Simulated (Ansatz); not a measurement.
# CH2I: the cost of one run

Computed with Ansatz 0.2.0 (the levels named in each step, unless a step's input says otherwise).

## 1. The starting structure

Bond lengths: C1–I2 2.048 Å, C1–H3 1.068 Å, C1–H4 1.068 Å. Angles: I2–C1–H3 118.6°, I2–C1–H4 118.6°, H3–C1–H4 122.7°.

As a file:

```xyz
4

C    -1.8098    0.0972   -0.2967
I     0.2081   -0.0112    0.0340
H    -2.2608    1.0599   -0.3997
H    -2.3684   -0.8112   -0.3564
```

## 2. A rough first relaxation, PBE-D4/def2-SVP

Contents of input.yaml:

```yaml
crystal:
  periodic: [false, false, false]
  atoms:
    - { symbol: C, position_ang: [-1.80977, 0.09721, -0.2967] }
    - { symbol: I, position_ang: [0.20806, -0.01117, 0.034] }
    - { symbol: H, position_ang: [-2.26079, 1.0599, -0.39967] }
    - { symbol: H, position_ang: [-2.36838, -0.81123, -0.3564] }
total_charge: 1
basis:
  gaussian: { orbitals: def2-SVP }
hamiltonian:
  xc: pbe
  dispersion: d4
relax:
  f_tol: 0.03
  max_steps: 200
```

Command:

```console
$ ansatz run input.yaml --threads 2 --pin off --max-ram 5120MiB --backend cpu --events-out ev --progress --plain --runs-dir out
```

**Question.** How long does this run take on 2 threads of Intel Xeon 6975P-C (Granite Rapids), shared host, and how much memory does it need?

About 1.6 s, with a peak of 0.12 GiB.
